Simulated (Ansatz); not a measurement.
# Zn12H2O in Ansatz: further runs

The runs below take Zn12H2O through projected density of states, with RPBE, revPBE, BLYP, r2SCAN.

Everything below comes from runs of Ansatz 0.2.0. Logs are shortened: lines on timing, memory, paths and dates and some standing lists are left out, and cuts for length are marked.

**1. The cell of the first run**

The cell holds a slab with vacuum, 15 atoms: a = 5.330 Å, b = 4.947 Å, c = 23.925 Å, α = 90.00°, β = 90.00°, γ = 90.00°.

**2. Projected density of states, RPBE**

Contents of input.yaml:

```yaml
crystal:
  lattice:
    - [5.3295961064, 0.0, 0.0]
    - [0.0, 4.9467, 0.0]
    - [0.0, 0.0, 23.9251265569]
  atoms:
    - { symbol: Zn, position: [0.5, 0.75, 0.3343764967] }
    - { symbol: Zn, position: [0.0, 0.75, 0.3343764967] }
    - { symbol: Zn, position: [0.75, 0.25, 0.3665293438] }
    - { symbol: Zn, position: [0.25, 0.25, 0.3665293438] }
    - { symbol: Zn, position: [0.75, 0.75, 0.430835038] }
    - { symbol: Zn, position: [0.25, 0.75, 0.430835038] }
    - { symbol: Zn, position: [0.0, 0.25, 0.4629878852] }
    - { symbol: Zn, position: [0.5, 0.25, 0.4629878852] }
    - { symbol: Zn, position: [0.0, 0.75, 0.5272935794] }
    - { symbol: Zn, position: [0.5, 0.75, 0.5272935794] }
    - { symbol: Zn, position: [0.25, 0.25, 0.5594464265] }
    - { symbol: Zn, position: [0.75, 0.25, 0.5594464265] }
    - { symbol: O, position: [0.6009790247, 0.7985946472, 0.6413812073] }
    - { symbol: H, position: [0.4599098904, 0.7036820986, 0.6229278044] }
    - { symbol: H, position: [0.75, 0.75, 0.6187982547] }
hamiltonian:
  xc: rpbe
  pseudopotentials: { kind: paw }
kpoints:
  mp_grid: { grid: [5, 6, 1] }
scf:
  occupations: { method: fermi_dirac, width: 0.05 }
  n_extra_bands: 37
output:
  forces: true
  eigenvalues: true
  dos: { projected: true, de: 0.05, nscf_kmesh: { grid: [8, 9, 1] } }
  write_density: true
  write_potential: true
  elf: true
  volumetric_format: npy
efield:
  axis: 3
  dipole_correction: true
  ramp_width: 0.04
```

Potentials or basis: Ansatz PAW.

Command:

```console
ansatz run input.yaml --threads 4 --pin off --max-ram 11264MiB --backend cpu --events-out ev --progress --plain --runs-dir out
```

Output:

```text
Warning: RAYON_NUM_THREADS=4 ignored (pool sized by the plan → 4); use --threads N
scf.n_extra_bands = 37 over 76 filled bands (N_el = 152.0): the run solves 113 bands
Engine: ansatz 0.2.0, aarch64-unknown-linux-gnu
Pseudopotentials: kind: paw
Pseudopotential: Zn, paw, valence charge 12, recommended cutoff 420 eV (normal), Zn.paw.azcp
[... 81 lines left out ...]
  atom  12  Zn     0.05450740     0.01162171     0.02874478
  atom  13  O      0.04309702    -0.04990981     0.13858539
  atom  14  H      0.50617667     0.11211649     0.41443985
  atom  15  H     -0.54681535    -0.05812929     0.42325061
  max |Σ_I F_I| component: 2.96e-5 eV/Å
--- Band table (eV; the first three rows and the last of 16) ---
  k-point 0: bands = ["-20.9373", "-9.4512", "-8.7739", "-8.0899", "-7.9226", "-7.8689", "-7.8566", "-7.8558", "-7.8485", "-7.7344", "-7.7174", "-7.7078", "-7.6839", "-7.6564", "-7.6541", "-7.4460", "-7.3830", "-7.3682", "-7.3578", "-7.3100", "-7.3061", "-7.2496", "-7.2438", "-7.2396", "-7.2293", "-7.2177", "-7.2015", "-7.1577", "-7.1555", "-7.1547", "-7.1480", "-7.1429", "-7.1423", "-7.1144", "-7.0922", "-7.0401", "-6.9884", "-6.9863", "-6.9504", "-6.9256", "-6.9168", "-6.8849", "-6.8703", "-6.8611", "-6.8459", "-6.8424", "-6.8281", "-6.8107", "-6.7861", "-6.7639", "-6.7275", "-6.7254", "-6.7153", "-6.7000", "-6.6880", "-6.6761", "-6.6065", "-6.5709", "-6.5706", "-6.5671", "-6.5613", "-6.5416", "-6.5287", "-6.5222", "-5.2648", "-4.1963", "-3.3454", "-3.3129", "-3.1093", "-2.4778", "-2.3289", "-1.6688", "-1.6485", "-1.3432", "-0.7227", "-0.5096", "0.8267", "0.8864", "1.5390", "1.8698", "2.0247", "2.3842", "2.4084", "3.3830", "3.4192", "3.8379", "4.0328", "4.0928", "4.2720", "4.3602", "4.4088", "4.9686", "5.2500", "5.4291", "5.5889", "5.8272", "6.4390", "6.7223", "6.9101", "7.2469", "7.2681", "7.4427", "7.5922", "7.7274", "7.8595", "8.0049", "8.6745", "8.9899", "9.2505", "9.3328", "9.5720", "9.6704", "9.9158"]
  k-point 1: bands = ["-20.9369", "-9.2897", "-8.7715", "-8.0553", "-7.9072", "-7.8666", "-7.8597", "-7.8538", "-7.8453", "-7.7859", "-7.7835", "-7.6569", "-7.6291", "-7.6258", "-7.6194", "-7.4435", "-7.4342", "-7.4065", "-7.3730", "-7.3696", "-7.3459", "-7.3123", "-7.3052", "-7.2950", "-7.2643", "-7.2536", "-7.1614", "-7.1573", "-7.1532", "-7.1328", "-7.1224", "-7.1147", "-7.0660", "-7.0634", "-7.0623", "-7.0528", "-6.9391", "-6.9289", "-6.9091", "-6.8975", "-6.8877", "-6.8796", "-6.8749", "-6.8656", "-6.8245", "-6.8238", "-6.7895", "-6.7736", "-6.7704", "-6.7702", "-6.7435", "-6.7343", "-6.7324", "-6.6853", "-6.6765", "-6.6579", "-6.6259", "-6.5799", "-6.5648", "-6.5607", "-6.5586", "-6.5483", "-6.5200", "-6.5109", "-5.2754", "-4.3782", "-4.1324", "-3.2388", "-3.1615", "-3.0670", "-2.3907", "-1.5458", "-1.5244", "-1.2338", "-0.2043", "0.2395", "0.5287", "0.5710", "1.4604", "1.5619", "1.5699", "1.6288", "2.7600", "2.8415", "3.6842", "3.9502", "4.1250", "4.1445", "4.2842", "4.9428", "5.2294", "5.3101", "5.4414", "5.5680", "5.7407", "5.9463", "6.4528", "6.9902", "7.0164", "7.2472", "7.3552", "7.5386", "7.7449", "7.8971", "8.0886", "8.4716", "8.8430", "9.0495", "9.1600", "9.3328", "9.5060", "9.5902", "9.6928"]
  k-point 2: bands = ["-20.9359", "-8.8435", "-8.7627", "-8.0501", "-7.9137", "-7.8704", "-7.8541", "-7.8448", "-7.7957", "-7.7906", "-7.7637", "-7.6418", "-7.6155", "-7.6084", "-7.6048", "-7.5311", "-7.5201", "-7.5010", "-7.4579", "-7.4313", "-7.4275", "-7.3313", "-7.3068", "-7.2962", "-7.2895", "-7.2809", "-7.1642", "-7.1577", "-7.1400", "-7.1291", "-7.1127", "-7.0250", "-6.9996", "-6.9880", "-6.9851", "-6.9720", "-6.9346", "-6.9263", "-6.8969", "-6.8612", "-6.8563", "-6.8360", "-6.8299", "-6.8259", "-6.8186", "-6.7995", "-6.7859", "-6.7834", "-6.7803", "-6.7282", "-6.6927", "-6.6907", "-6.6800", "-6.6718", "-6.6601", "-6.6563", "-6.6216", "-6.5613", "-6.5545", "-6.5528", "-6.5504", "-6.4969", "-6.4916", "-6.4486", "-5.8858", "-5.2322", "-4.5012", "-3.5145", "-2.9259", "-2.6988", "-2.6565", "-1.4739", "-1.2422", "-1.2169", "-0.6736", "-0.6143", "-0.5734", "1.0123", "1.2725", "1.3290", "1.9733", "2.0776", "2.5561", "3.1873", "3.6058", "3.7125", "4.3088", "4.5159", "4.8784", "5.0245", "5.2956", "5.3968", "6.1504", "6.3840", "6.4845", "6.5688", "6.6850", "6.8934", "7.3281", "7.7165", "7.8520", "7.9982", "8.1073", "8.2612", "8.3154", "8.5244", "8.6371", "8.7303", "9.1776", "9.4069", "9.5654", "9.6702", "9.8523"]
  k-point 15: bands = ["-20.9357", "-8.8292", "-8.4829", "-7.9175", "-7.7383", "-7.7217", "-7.6853", "-7.6720", "-7.6648", "-7.6328", "-7.5910", "-7.5508", "-7.5478", "-7.4912", "-7.4427", "-7.4364", "-7.3842", "-7.3743", "-7.3542", "-7.3415", "-7.3378", "-7.3188", "-7.3054", "-7.2604", "-7.2226", "-7.2121", "-7.2061", "-7.1664", "-7.1432", "-7.1316", "-7.1146", "-7.1032", "-7.0802", "-7.0756", "-7.0620", "-7.0524", "-7.0347", "-7.0227", "-7.0143", "-6.9961", "-6.9654", "-6.9609", "-6.9258", "-6.9072", "-6.8879", "-6.8774", "-6.8693", "-6.8523", "-6.8396", "-6.8170", "-6.8010", "-6.7948", "-6.7907", "-6.7814", "-6.7742", "-6.7593", "-6.7498", "-6.6932", "-6.6703", "-6.6641", "-6.6525", "-6.6464", "-6.6379", "-6.4906", "-6.0253", "-5.2825", "-4.8200", "-3.5994", "-3.4340", "-2.9649", "-2.4504", "-2.2738", "-1.6103", "-0.6184", "-0.3366", "0.6744", "0.7511", "1.1188", "1.6804", "1.9995", "2.3909", "2.4604", "2.5423", "3.4115", "3.5682", "4.0327", "4.5504", "4.8410", "5.0471", "5.3800", "5.5016", "5.7464", "5.8588", "6.0550", "6.2995", "6.3805", "6.4550", "6.6924", "6.8124", "7.0770", "7.3099", "7.4632", "7.7655", "7.9780", "8.2043", "8.3699", "8.5364", "8.6216", "8.8755", "9.1131", "9.3004", "9.4205", "9.5255"]
```

dos.tsv:

```text
# E-E_F[eV]	g_bin_mean(E)[states/eV]	N(E)
# format = ansatz-dos/2
# fermi_ev = 0.157379
# fermi_mp_grid = 8 9 1
# fermi_mp_shift = 0 0 0
# nscf_kmesh_grid = 8 9 1
# nscf_kmesh_shift = 0 0 0
# tetrahedron_fermi_ev = 0.137520
# g_bin_mean(E): the states in a bin one row spacing wide, centred on E, divided by that spacing. States that the method places at a single energy (under output.dos.method: tetrahedron, those of a tetrahedron whose four corners have one energy) are counted whole in the row whose bin holds that energy (on the edge of two bins, in the lower row). The sum of g_bin_mean over a run of rows, times the row spacing, is the number of states from half a spacing under the first of them to half a spacing over the last (a plain sum, not the trapezoid rule).
-21.594716	0.000000e0	0.000000e0
-21.544716	0.000000e0	0.000000e0
-21.494716	0.000000e0	0.000000e0
-21.444716	0.000000e0	0.000000e0
-21.394716	0.000000e0	0.000000e0
-21.344716	0.000000e0	0.000000e0
[... 631 lines left out ...]
10.255284	0.000000e0	2.260000e2
10.305284	0.000000e0	2.260000e2
```

Wall time 2.4 min (4 threads of Arm Neoverse V2, shared host); peak memory 3.1 GiB.

What came out:

| Item | Value |
| --- | --- |
| Free energy | -40492.2829 eV |
| Largest force | 0.694 eV/Å |
| Band gap on the k mesh | none (metal or under the smearing width) |
| Density of states at the Fermi level | 4.65 states/eV per cell |
| Work function of the upper face | 5.13 eV |
| Work function of the lower face | 4.12 eV |
| Dipole across the slab | -0.148 e·Å |

Forces in eV/Å, atoms in the order of the input:
```
Zn   0.003  0.005 -0.111
Zn  -0.004 -0.006 -0.149
Zn  -0.015  0.001 -0.575
Zn   0.017  0.003 -0.601
Zn  -0.005 -0.019  0.263
Zn   0.003 -0.021  0.240
Zn  -0.002  0.010 -0.287
Zn  -0.004 -0.021 -0.184
Zn   0.133 -0.007  0.380
Zn  -0.096 -0.001 -0.008
Zn  -0.086  0.039  0.028
Zn   0.055  0.012  0.029
O    0.043 -0.050  0.139
H    0.506  0.112  0.414
H   -0.547 -0.058  0.423
```

States per cell in windows of 0.5 eV (zero at the Fermi level; states under -8 eV left out):
```
from (eV)  total  Zn 3d  Zn 4s  O 2p  H 1s  O 2s
     -8.0  31.19  29.74   1.29  0.03  0.01  0.00
     -7.5  52.52  51.68   0.62  0.07  0.01  0.01
     -7.0  32.37  31.61   0.66  0.05  0.01  0.01
     -6.5   1.33   0.53   0.66  0.08  0.01  0.02
     -6.0   1.63   0.34   0.80  0.33  0.04  0.06
     -5.5   2.25   0.26   0.89  0.81  0.08  0.13
     -5.0   1.48   0.19   1.01  0.15  0.01  0.01
     -4.5   1.58   0.16   1.11  0.18  0.00  0.00
     -4.0   2.09   0.14   1.19  0.55  0.00  0.00
     -3.5   2.44   0.12   1.21  0.81  0.00  0.00
     -3.0   1.82   0.09   1.07  0.29  0.01  0.00
     -2.5   1.74   0.08   1.15  0.11  0.01  0.00
     -2.0   2.24   0.08   1.35  0.08  0.02  0.00
     -1.5   1.77   0.05   0.97  0.04  0.03  0.00
     -1.0   2.33   0.05   0.92  0.04  0.04  0.00
     -0.5   2.24   0.03   0.71  0.04  0.05  0.01
      0.0   1.54   0.02   0.41  0.02  0.03  0.00
      0.5   2.10   0.03   0.55  0.02  0.03  0.00
      1.0   2.33   0.03   0.74  0.02  0.04  0.00
      1.5   2.64   0.03   0.86  0.02  0.04  0.00
      2.0   2.52   0.02   0.63  0.01  0.03  0.00
      2.5   2.31   0.02   0.38  0.02  0.05  0.01
      3.0   2.47   0.01   0.31  0.02  0.09  0.01
      3.5   3.32   0.01   0.30  0.03  0.16  0.02
      4.0   3.21   0.01   0.19  0.03  0.16  0.03
      4.5   3.88   0.01   0.21  0.04  0.15  0.02
      5.0   4.17   0.01   0.18  0.03  0.13  0.02
      5.5   4.34   0.01   0.13  0.03  0.10  0.01
      6.0   5.32   0.01   0.12  0.04  0.14  0.01
      6.5   4.84   0.00   0.08  0.03  0.11  0.01
      7.0   5.63   0.01   0.10  0.04  0.10  0.01
      7.5   6.08   0.00   0.08  0.04  0.12  0.01
```

Caveat: the PAW data sets come from PBE, with cores solved anew for the run's functional, which leaves a small shift of forces and pressure.

(Part 1 of 2 ends here.)
